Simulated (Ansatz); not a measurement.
**CH₆BFSeSi: small, medium and large basis sets**

One table from this session's results is given with a row withheld; the runs are named, their logs left out.

Method: one geometry, several basis sets; program: Ansatz 0.2.0, Gaussian basis.

The runs, in order: PBE0-D4/def2-SVP; ωB97M-V/def2-SVP; PBE0-D4/def2-QZVPP; ωB97M-V/def2-QZVPP; the functionals' def2-TZVPP values are taken from earlier runs.

## The relaxed structure

The geometry comes from an earlier relaxation with PBE0-D4 in a triple-zeta def2 set; it is a stationary point, not always the lowest conformer.

11 atoms, charge 0, spin multiplicity 1.

Atoms are counted from 1 here; the program's logs count them from 0.

Bond lengths: B1–C2 1.538 Å, B1–Se4 2.242 Å, B1–H6 1.195 Å, B1–H7 1.193 Å, C2–F3 1.354 Å, C2–Se4 2.064 Å, C2–H8 1.087 Å, Se4–Si5 2.301 Å, Si5–H9 1.480 Å, Si5–H10 1.483 Å, Si5–H11 1.479 Å. Angles: C2–B1–Se4 63.0°, C2–B1–H6 117.2°, C2–B1–H7 119.3°, Se4–B1–H6 104.2°, Se4–B1–H7 110.1°, H6–B1–H7 122.4°, B1–C2–F3 121.4°, B1–C2–Se4 75.4°, B1–C2–H8 124.5°, F3–C2–Se4 111.8°, F3–C2–H8 109.7°, Se4–C2–H8 105.5°, B1–Se4–C2 41.6°, B1–Se4–Si5 99.0°, C2–Se4–Si5 95.7°, Se4–Si5–H9 109.8°, Se4–Si5–H10 103.5°, Se4–Si5–H11 110.6° and more.

The first run:

The input, in.yaml:

```yaml
crystal:
  periodic: [false, false, false]
  atoms:
    - {symbol: B, position_ang: [-1.011926, 1.284386, 0.413701]}
    - {symbol: C, position_ang: [-1.420125, 0.040273, -0.392508]}
    - {symbol: F, position_ang: [-0.852951, -0.243565, -1.589294]}
    - {symbol: Se, position_ang: [-0.305887, -0.701049, 1.178481]}
    - {symbol: Si, position_ang: [1.667918, -0.858586, 0.006681]}
    - {symbol: H, position_ang: [-1.773030, 1.666488, 1.251959]}
    - {symbol: H, position_ang: [-0.083001, 1.937831, 0.049057]}
    - {symbol: H, position_ang: [-2.387673, -0.450811, -0.320002]}
    - {symbol: H, position_ang: [1.544310, -1.888177, -1.049904]}
    - {symbol: H, position_ang: [2.644578, -1.298062, 1.033133]}
    - {symbol: H, position_ang: [2.043186, 0.454170, -0.560705]}
basis:
  gaussian: {orbitals: def2-SVP}
hamiltonian: {xc: pbe0, dispersion: d4}
output: {orbitals: {seedname: orbitals}}
```

Steps of the session up to this table: PBE0-D4 in def2-SVP; ωB97M-V in def2-SVP; PBE0-D4 in def2-QZVPP; ωB97M-V in def2-QZVPP.

One table of the session follows, with a row left open; its other results are not shown here.

| functional | basis | HOMO (eV) |
| --- | --- | --- |
| PBE0-D4 | def2-SVP | -7.73 |
| PBE0-D4 | def2-TZVPP | -7.76 |
| PBE0-D4 | def2-QZVPP | -7.77 |
| ωB97M-V | def2-SVP | ? |
| ωB97M-V | def2-TZVPP | -9.86 |
| ωB97M-V | def2-QZVPP | -9.86 |

**Question.** Estimate the row for ωB97M-V, def2-SVP.

The run gave: HOMO (eV): -9.80. In the column «HOMO (eV)» it lies between ωB97M-V, def2-QZVPP (-9.86) and PBE0-D4, def2-QZVPP (-7.77).
